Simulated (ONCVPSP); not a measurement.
# Pseudopotential generation for copper: ONCV, LDA (Perdew-Wang 92)

Task: generate the file, and judge it by its errors in other configurations, its logarithmic derivatives, its ghosts and its cutoff.

Method: ONCVPSP 4.0.1.1 (patched build), LDA (Perdew-Wang 92), scalar-relativistic.

## 1. The design

Typed settings, in words:

```
element                 : copper (Cu, Z = 29)
type                    : optimised norm-conserving Vanderbilt (ONCV)
frozen core             : [Ne]
valence charge          : 19
reference configuration : 3s2 3p6 3d10 4s1
partial waves           : 3s+4s: rc 1.45 bohr, ncon 4, nbas 7, qcut 10.6 1/bohr, 2 projectors; 3p: rc 0.75 bohr, ncon 4, nbas 8, qcut 9.9 1/bohr, 2 projectors, debl 3.4 Ha; 3d: rc 1.20 bohr, ncon 4, nbas 8, qcut 11.4 1/bohr, 3 projectors, debl 1.9 Ha
local potential         : polynomial inside 0.70 bohr (lpopt 5, dvloc0 0 Ha)
core correction         : Teter function, fcfact 4.25, rcfact 1.4
```

## 2. The generation run

Cu.dat

```
# ATOM AND REFERENCE CONFIGURATION
# atsym  z   nc   nv     iexc    psfile
  Cu 29.00    3    4  -001012      upf
#
#   n    l    f
    1    0    2.00
    2    0    2.00
    2    1    6.00
    3    0    2.00
    3    1    6.00
    3    2   10.00
    4    0    1.00
#
# PSEUDOPOTENTIAL AND OPTIMIZATION
# lmax
    2
#
#   l,   rc,      ep,       ncon, nbas, qcut
    0    1.45    0.00    4    7   10.60
    1    0.75    0.00    4    8    9.90
    2    1.20    0.00    4    8   11.40
#
# LOCAL POTENTIAL
# lloc, lpopt,  rc(5),   dvloc0
    4    5    0.70    0.00
#
# VANDERBILT-KLEINMAN-BYLANDER PROJECTORs
# l, nproj, debl
    0    2    1.60
    1    2    3.40
    2    3    1.90
#
# MODEL CORE CHARGE
# icmod, fcfact, rcfact
    3    4.25    1.40
#
# LOG DERIVATIVE ANALYSIS
# epsh1, epsh2, depsh
   -6.00    5.00    0.04
#
# OUTPUT GRID
# rlmax, drl
    6.00    0.01
#
# TEST CONFIGURATIONS
# ncnf
    4
# nvcnf
#   n    l    f
    4
    3    0    2.00
    3    1    6.00
    3    2   10.00
    4    0    0.00
#
    4
    3    0    2.00
    3    1    6.00
    3    2    9.00
    4    0    0.00
#
    4
    3    0    2.00
    3    1    6.00
    3    2    8.00
    4    0    0.00
#
    4
    3    0    2.00
    3    1    6.00
    3    2    9.00
    4    0    2.00
#
```

Run with:

```console
$ oncvpsp.x < Cu.dat > Cu.out
```

Q: Predict the outcome of this session. Wanted: cutoffs for 1 and 0.1 mHa per electron, occupied waves; bound ghosts; GHOST(+) flags; largest test error; largest phase difference near zero energy, channels read; rms error of d²Exc/dn², without and with the model core.

The runs gave:

| quantity | value |
| --- | --- |
| cutoffs for 1 and 0.1 mHa per electron, occupied waves | 64 Ha and 328 Ha |
| bound ghosts | none found |
| GHOST(+) flags | d at 3715 eV (1 near or above the test basis's cutoff) |
| largest test error (AE − PS) | +11 meV, for 3s2 3p6 3d9 4s2 (1 test unsolved) |
| largest phase difference near zero energy, channels read | 0.000 rad |
| rms error of d²Exc/dn², without and with the model core | 3.47 and 0.91 mHa |

In words: The worst unpolarised test, 3s2 3p6 3d9 4s2, is off by 11 meV on 2.0 eV; by total energies transferability rates as good where solved. Of the tests 1 gave no usable energy difference, which is a warning in itself. By its cutoff, 64 Ha for the looser tolerance, it is hard. The tighter tolerance needs 328 Ha, and converged work needs a cutoff nearer that. No bound ghost shows below the valence levels. Near zero energy the phases of the channels with partial waves agree within 0.001 rad. The program also flags highly localised states, GHOST(+) (d). All of this concerns the isolated atom, not yet a solid.
